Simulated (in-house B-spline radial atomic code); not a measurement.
**Ag⁹⁺: ionisation energy by several methods**

One table from this session's results is given with a row withheld; the runs are named, their logs left out.

The numbers are computed with in-house B-spline radial atomic code version 1 (scalar-relativistic (X2C), several functionals, spin-polarised; spherical all-electron atom at the radial basis limit), except any that are marked as measured or tabulated.

## Starting point

- element: silver (Z = 47)
- charge: +9
- electrons: 38
- configuration: [Kr] 4d2
- nucleus: Fermi, rms radius 4.545 fm

Outer shells as boxes (Hund's rule):

[Kr] 4d2
```
[Kr] core
4d [↑ ][↑ ][  ][  ][  ]
```

Where spins are not typed, each open shell is filled with up spins first.

Set-up of the first run:

Settings of the run:

```ini
Z = 47
electrons = 38.0
configuration = [Kr] 4d2
hamiltonian = x2c
method = am05
spin_polarised = True
nucleus = fermi
rms_radius = 4.5454
mass_number = 107
atomic_mass = 106.905091509
speed_of_light = 137.035999084
```

Among the steps run: AM05, a GGA; LDA (PW92); r2SCAN, a meta-GGA; BLYP, a GGA; OLYP, a GGA; TPSS, a meta-GGA.

One of the session's tables, all rows but one given; the rest of the session is left out.

| method | ΔSCF (eV) |
| --- | --- |
| LDA (PW92) | 167.56 |
| AM05 | 167.43 |
| BLYP | ? |
| OLYP | 168.12 |
| r2SCAN | 167.29 |
| TPSS | 167.35 |

**Question.** Estimate the row for BLYP.

As computed: ΔSCF (eV): 167.27. In the column «ΔSCF (eV)» it is the lowest.
